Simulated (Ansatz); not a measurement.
**AlCl₂F: up Jacob's ladder to CCSD(T)**

An exercise on one series of results from a longer session: the logs are not shown, and one member is left open.

Computed with Ansatz 0.2.0, Gaussian basis. Level: functionals in def2-TZVPP, the program's frozen cores in correlated methods.

Plan: LDA (SPW92), PBE-D4, revPBE-D4, BLYP-D4, r2SCAN-D4, B97M-V, PBE0-D4, B3LYP-D4, r2SCANh-D4, r2SCAN0-D4, HSE06-D4, BHLYP-D4, CAM-B3LYP-D4, LC-ωPBE, ωB97X-V, ωB97M-V, B2PLYP, PBE-QIDH; CCSD(T)/def2-SVP; CCSD(T)/def2-TZVPP; CCSD(T)/def2-QZVPP; extrapolation to the limit; RPA on PBE.

**The geometry**

An earlier PBE0-D4 in a triple-zeta def2 set relaxation fixed the geometry.

SMILES `[F][Al]([Cl])[Cl]`, 4 atoms, charge 0, spin multiplicity 1.

Atoms are counted from 1 here; the program's logs count them from 0.

Bond lengths: F1–Al2 1.633 Å, Al2–Cl3 2.065 Å, Al2–Cl4 2.065 Å. Angles: F1–Al2–Cl3 119.3°, F1–Al2–Cl4 119.3°, Cl3–Al2–Cl4 121.4°.

The first run:

in.yaml

```yaml
crystal:
  periodic: [false, false, false]
  atoms:
    - {symbol: F, position_ang: [0.100080, 0.371527, 1.678564]}
    - {symbol: Al, position_ang: [0.018711, 0.006616, 0.089238]}
    - {symbol: Cl, position_ang: [1.237101, -1.477289, -0.670192]}
    - {symbol: Cl, position_ang: [-1.300392, 1.038945, -1.118010]}
basis:
  gaussian: {orbitals: def2-TZVPP}
hamiltonian: {xc: lda}
output: {orbitals: {seedname: orbitals}}
```

Command:

```console
$ ansatz run in.yaml --threads 4 --pin off --events-out ev --progress --plain --max-ram 10444MiB
```

Steps of the session up to this table: LDA; PBE-D4 (GGA); revPBE-D4 (GGA); BLYP-D4 (GGA); r2SCAN-D4 (meta-GGA); B97M-V (meta-GGA); B3LYP-D4 (hybrid); r2SCANh-D4 (hybrid); r2SCAN0-D4 (hybrid); HSE06-D4 (hybrid); BHLYP-D4 (hybrid); CAM-B3LYP-D4 (range-separated); LC-ωPBE (range-separated); ωB97X-V (range-separated); ωB97M-V (range-separated); B2PLYP (double hybrid); PBE-QIDH (double hybrid).

One table of the session follows, with a row left open; its other results are not shown here.

```
  functional  HOMO (eV)  gap (eV)
 LDA (SPW92)      -8.34      5.85
      PBE-D4      -8.18      6.00
   revPBE-D4      -8.12      6.11
     BLYP-D4      -7.99      5.88
   r2SCAN-D4      -8.56      6.86
      B97M-V      -8.62      6.71
     PBE0-D4      -9.63      8.32
    B3LYP-D4      -9.33      7.71
  r2SCANh-D4      -9.09      7.65
  r2SCAN0-D4      -9.88      8.84
    HSE06-D4      -9.23      7.54
    BHLYP-D4     -10.91     10.38
CAM-B3LYP-D4          ?         ?
     LC-ωPBE     -12.47     13.38
     ωB97X-V     -12.06     12.78
     ωB97M-V     -11.89     12.30
```

**Question.** Estimate the row for CAM-B3LYP-D4.

The run gave: HOMO (eV): -11.00; gap (eV): 10.59. In the column «HOMO (eV)» it lies between ωB97M-V (-11.89) and BHLYP-D4 (-10.91).
